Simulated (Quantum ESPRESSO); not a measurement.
# CoSi2 (I4/mmm) in Quantum ESPRESSO: single point with PBE

Aim: the single point of CoSi2 with PBE.

Program: Quantum ESPRESSO 7.5. These are calculated values, not measurements. Logs are shortened: lines on timing, memory, paths and dates and some standing lists are left out, and cuts for length are marked.

## (1) The crystal as given

The structure is tetragonal, space group I4/mmm (No. 139). The conventional cell has a = 3.816 Å, b = 3.816 Å, c = 5.344 Å, α = 90.00°, β = 90.00°, γ = 90.00°. Co (site symmetry 4/mmm) is surrounded by 8 Si at 2.33 Å. Around Si (site symmetry -4m2) lie 4 Co at 2.33 Å and 2 Si at 2.67 Å.

The cell was built by a generator and needn't be a form met in nature.

## (2) Single point, PBE

The input, pw.in:

```
&CONTROL
  calculation = 'scf'
  prefix = 'pwscf'
  outdir = './tmp'
  pseudo_dir = './pseudo'
  tprnfor = .true.
  tstress = .true.
  disk_io = 'nowf'
/
&SYSTEM
  ibrav = 0
  nat = 3
  ntyp = 2
  ecutwfc = 55
  ecutrho = 440
  nbnd = 19
  occupations = 'smearing'
  smearing = 'mp'
  degauss = 0.00734986
/
&ELECTRONS
  conv_thr = 6d-10
  electron_maxstep = 120
  mixing_beta = 0.5
/
ATOMIC_SPECIES
Co    58.9332 Co_pbe_v1.2.uspp.F.UPF
Si    28.0850 Si.pbe-n-rrkjus_psl.1.0.0.UPF
CELL_PARAMETERS angstrom
   0.0000000000    2.6985520800    2.6717807300
   2.6985520800    0.0000000000    2.6717807300
   2.6985520800    2.6985520800    0.0000000000
ATOMIC_POSITIONS crystal
Co     0.0000000000    0.0000000000    0.0000000000
Si     0.2500000000    0.2500000000    0.2500000000
Si     0.7500000000    0.7500000000    0.7500000000
K_POINTS automatic
16 16 16 0 0 0
```

Potentials or basis: SSSP 1.3 efficiency PBE.

Launch:

```bash
$ OMP_NUM_THREADS=1 pw.x -in pw.in > pw.out
```

pw.out:

```text
This program is part of the open-source Quantum ESPRESSO suite
     for quantum simulation of materials; please cite
         "P. Giannozzi et al., J. Phys.:Condens. Matter 21 395502 (2009);
         "P. Giannozzi et al., J. Phys.:Condens. Matter 29 465901 (2017);
         "P. Giannozzi et al., J. Chem. Phys. 152 154105 (2020);
     in publications or presentations arising from this work. More details at

     Message from routine setup:
     using ibrav=0 with symmetry is DISCOURAGED, use correct ibrav instead

     G-vector sticks info
     --------------------
     sticks:   dense  smooth     PW     G-vecs:    dense   smooth      PW
     Sum        1561     773    241                40821    14351    2461

     Using Slab Decomposition

     bravais-lattice index     =            0
     lattice parameter (alat)  =       7.1761  a.u.
     unit-cell volume          =     262.5966 (a.u.)^3
     number of atoms/cell      =            3
     number of atomic types    =            2
     number of electrons       =        25.00
     number of Kohn-Sham states=           19
     kinetic-energy cutoff     =      55.0000  Ry
     charge density cutoff     =     440.0000  Ry
     scf convergence threshold =      6.0E-10
     mixing beta               =       0.5000
     number of iterations used =            8  plain     mixing
     Exchange-correlation= PBE
                           (   1   4   3   4   0   0   0)

     celldm(1)=   7.176133  celldm(2)=   0.000000  celldm(3)=   0.000000
     celldm(4)=   0.000000  celldm(5)=   0.000000  celldm(6)=   0.000000

     crystal axes: (cart. coord. in units of alat)
               a(1) = (   0.000000   0.710623   0.703573 )
               a(2) = (   0.710623   0.000000   0.703573 )
               a(3) = (   0.710623   0.710623   0.000000 )

     reciprocal axes: (cart. coord. in units 2 pi/alat)
               b(1) = ( -0.703608  0.703608  0.710658 )
               b(2) = (  0.703608 -0.703608  0.710658 )
               b(3) = (  0.703608  0.703608 -0.710658 )

     PseudoPot. # 1 for Co read from file:
     Co_pbe_v1.2.uspp.F.UPF
     Pseudo is Ultrasoft + core correction, Zval = 17.0
     Generated by new atomic code, or converted to UPF format
     Using radial grid of  863 points,  6 beta functions with:
                l(1) =   0
                l(2) =   0
                l(3) =   1
                l(4) =   1
                l(5) =   2
                l(6) =   2
     Q(r) pseudized with  8 coefficients,  rinner =    1.200   1.200   1.200
                                                       1.200   1.200

     PseudoPot. # 2 for Si read from file:
     Si.pbe-n-rrkjus_psl.1.0.0.UPF
     Pseudo is Ultrasoft + core correction, Zval =  4.0
     Generated using "atomic" code by A. Dal Corso  v.5.1
     Using radial grid of 1141 points,  6 beta functions with:
                l(1) =   0
                l(2) =   0
                l(3) =   1
                l(4) =   1
                l(5) =   2
                l(6) =   2
     Q(r) pseudized with 0 coefficients

     atomic species   valence    mass     pseudopotential
     Co               17.00    58.93320     Co( 1.00)
     Si                4.00    28.08500     Si( 1.00)

     16 Sym. Ops., with inversion, found

   Cartesian axes

     site n.     atom                  positions (alat units)
         1        Co     tau(   1) = (   0.0000000   0.0000000   0.0000000  )
         2        Si     tau(   2) = (   0.3553115   0.3553115   0.3517865  )
         3        Si     tau(   3) = (   1.0659344   1.0659344   1.0553596  )

     number of k points=   349  Methfessel-Paxton smearing, width (Ry)=  0.0073

     Number of k-points >= 100: set verbosity='high' to print them.

     Dense  grid:    40821 G-vectors     FFT dimensions: (  48,  48,  50)

     Smooth grid:    14351 G-vectors     FFT dimensions: (  36,  36,  36)

     Check: negative core charge=   -0.000011

     Initial potential from superposition of free atoms

     starting charge      23.9989, renormalised to      25.0000
     Starting wfcs are   21 randomized atomic wfcs

     Self-consistent Calculation

     iteration #  1     ecut=    55.00 Ry     beta= 0.50
     Davidson diagonalization with overlap
     ethr =  1.00E-02,  avg # of iterations =  4.5

     total energy              =    -311.40782781 Ry
     estimated scf accuracy    <      16.51341436 Ry

     iteration #  2     ecut=    55.00 Ry     beta= 0.50
     Davidson diagonalization with overlap
     ethr =  1.00E-02,  avg # of iterations =  3.0

     total energy              =    -320.79184072 Ry
     estimated scf accuracy    <      34.11121008 Ry

     iteration #  3     ecut=    55.00 Ry     beta= 0.50
     Davidson diagonalization with overlap
     ethr =  1.00E-02,  avg # of iterations =  2.0

     total energy              =    -321.36106498 Ry
     estimated scf accuracy    <       7.33483484 Ry

     iteration #  4     ecut=    55.00 Ry     beta= 0.50
     Davidson diagonalization with overlap
     ethr =  1.00E-02,  avg # of iterations =  1.7

     total energy              =    -321.60128531 Ry
     estimated scf accuracy    <       1.64399394 Ry

     iteration #  5     ecut=    55.00 Ry     beta= 0.50
     Davidson diagonalization with overlap
     ethr =  6.58E-03,  avg # of iterations =  1.0

     total energy              =    -321.17529926 Ry
     estimated scf accuracy    <       1.01868332 Ry

     iteration #  6     ecut=    55.00 Ry     beta= 0.50
     Davidson diagonalization with overlap
     ethr =  4.07E-03,  avg # of iterations =  1.9

     total energy              =    -321.51075238 Ry
     estimated scf accuracy    <       0.96121078 Ry

     iteration #  7     ecut=    55.00 Ry     beta= 0.50
     Davidson diagonalization with overlap
     ethr =  3.84E-03,  avg # of iterations =  1.0

     total energy              =    -321.49473280 Ry
     estimated scf accuracy    <       0.86801080 Ry

     iteration #  8     ecut=    55.00 Ry     beta= 0.50
     Davidson diagonalization with overlap
     ethr =  3.47E-03,  avg # of iterations =  1.0

     total energy              =    -321.47647481 Ry
     estimated scf accuracy    <       0.69784212 Ry

     iteration #  9     ecut=    55.00 Ry     beta= 0.50
     Davidson diagonalization with overlap
     ethr =  2.79E-03,  avg # of iterations =  1.0

     total energy              =    -321.38520841 Ry
     estimated scf accuracy    <       0.50406262 Ry

     iteration # 10     ecut=    55.00 Ry     beta= 0.50
     Davidson diagonalization with overlap
     ethr =  2.02E-03,  avg # of iterations =  1.0

     total energy              =    -321.42820579 Ry
     estimated scf accuracy    <       0.00434209 Ry

     iteration # 11     ecut=    55.00 Ry     beta= 0.50
     Davidson diagonalization with overlap
     ethr =  1.74E-05,  avg # of iterations =  3.9

     total energy              =    -321.42908683 Ry
     estimated scf accuracy    <       0.00129506 Ry

     iteration # 12     ecut=    55.00 Ry     beta= 0.50
     Davidson diagonalization with overlap
     ethr =  5.18E-06,  avg # of iterations =  2.6

     total energy              =    -321.42835715 Ry
     estimated scf accuracy    <       0.01075746 Ry

     iteration # 13     ecut=    55.00 Ry     beta= 0.50
     Davidson diagonalization with overlap
     ethr =  5.18E-06,  avg # of iterations =  2.0

     total energy              =    -321.42898369 Ry
     estimated scf accuracy    <       0.00034023 Ry

     iteration # 14     ecut=    55.00 Ry     beta= 0.50
     Davidson diagonalization with overlap
     ethr =  1.36E-06,  avg # of iterations =  1.5

     total energy              =    -321.42899885 Ry
     estimated scf accuracy    <       0.00005369 Ry

     iteration # 15     ecut=    55.00 Ry     beta= 0.50
     Davidson diagonalization with overlap
     ethr =  2.15E-07,  avg # of iterations =  1.4

     total energy              =    -321.42899718 Ry
     estimated scf accuracy    <       0.00001371 Ry

     iteration # 16     ecut=    55.00 Ry     beta= 0.50
     Davidson diagonalization with overlap
     ethr =  5.48E-08,  avg # of iterations =  2.0

     total energy              =    -321.42899879 Ry
     estimated scf accuracy    <       0.00000175 Ry

     iteration # 17     ecut=    55.00 Ry     beta= 0.50
     Davidson diagonalization with overlap
     ethr =  6.99E-09,  avg # of iterations =  2.1

     total energy              =    -321.42899840 Ry
     estimated scf accuracy    <       0.00000407 Ry

     iteration # 18     ecut=    55.00 Ry     beta= 0.50
     Davidson diagonalization with overlap
     ethr =  6.99E-09,  avg # of iterations =  2.0

     total energy              =    -321.42899846 Ry
     estimated scf accuracy    <       0.00000107 Ry

     iteration # 19     ecut=    55.00 Ry     beta= 0.50
     Davidson diagonalization with overlap
     ethr =  4.27E-09,  avg # of iterations =  1.0

     total energy              =    -321.42899838 Ry
     estimated scf accuracy    <       0.00000043 Ry

     iteration # 20     ecut=    55.00 Ry     beta= 0.50
     Davidson diagonalization with overlap
     ethr =  1.72E-09,  avg # of iterations =  1.0

     total energy              =    -321.42899843 Ry
     estimated scf accuracy    <          7.2E-09 Ry

     iteration # 21     ecut=    55.00 Ry     beta= 0.50
     Davidson diagonalization with overlap
     ethr =  2.89E-11,  avg # of iterations =  2.5

     End of self-consistent calculation

     Number of k-points >= 100: set verbosity='high' to print the bands.

     the Fermi energy is    12.5719 ev

!    total energy              =    -321.42899843 Ry
     estimated scf accuracy    <          2.2E-11 Ry
     smearing contrib. (-TS)   =      -0.00001248 Ry
     internal energy E=F+TS    =    -321.42898595 Ry

     The total energy is F=E-TS. E is the sum of the following terms:
     one-electron contribution =    -238.95999559 Ry
     hartree contribution      =     132.43528510 Ry
     xc contribution           =     -45.23194380 Ry
     ewald contribution        =    -169.67233166 Ry

     convergence has been achieved in  21 iterations

     Forces acting on atoms (cartesian axes, Ry/au):

     atom    1 type  1   force =     0.00000000    0.00000000    0.00000000
     atom    2 type  2   force =     0.00000000    0.00000000    0.00000000
     atom    3 type  2   force =     0.00000000    0.00000000   -0.00000000

     Total force =     0.000000     Total SCF correction =     0.000000

     Computing stress (Cartesian axis) and pressure

          total   stress  (Ry/bohr**3)                   (kbar)     P=      -18.58
  -0.00014495   0.00000000  -0.00000000          -21.32        0.00       -0.00
  -0.00000000  -0.00014495   0.00000000           -0.00      -21.32        0.00
   0.00000000  -0.00000000  -0.00008895            0.00       -0.00      -13.09

=------------------------------------------------------------------------------=
   JOB DONE.
=------------------------------------------------------------------------------=
```

Run time: 3.2 min. Hardware: 1 thread of Intel Xeon 6975P-C (Granite Rapids), shared host; peak memory 0.37 GiB.

Results:

* Free energy: -4373.2643 eV
* Pressure: -1.9 GPa
* Band gap on the k mesh: none (metal or under the smearing width)

Stress tensor (GPa, compression positive):
```
-2.13  0.00  0.00
 0.00 -2.13  0.00
 0.00  0.00 -1.31
```

Levels at points of the mesh, in eV from the Fermi level:
| k point | band 11 | band 12 | band 13 | band 14 | band 15 | band 16 |
| --- | --- | --- | --- | --- | --- | --- |
| (0.00, 0.00, 0.00) | 0.64 | 3.32 | 3.40 | 3.40 | 3.45 | 3.45 |
| (0.00, 0.00, -0.50) | -1.56 | -0.50 | -0.43 | 2.67 | 3.40 | 3.42 |
| (0.00, -0.50, -0.50) | -1.88 | -1.86 | -1.28 | 1.60 | 2.96 | 8.53 |
| (-0.50, -0.50, 0.00) | -1.88 | -1.84 | -1.29 | 1.54 | 2.91 | 8.56 |

Spin polarisation is off, so any magnetic state and its effect on volume and gap are missing.
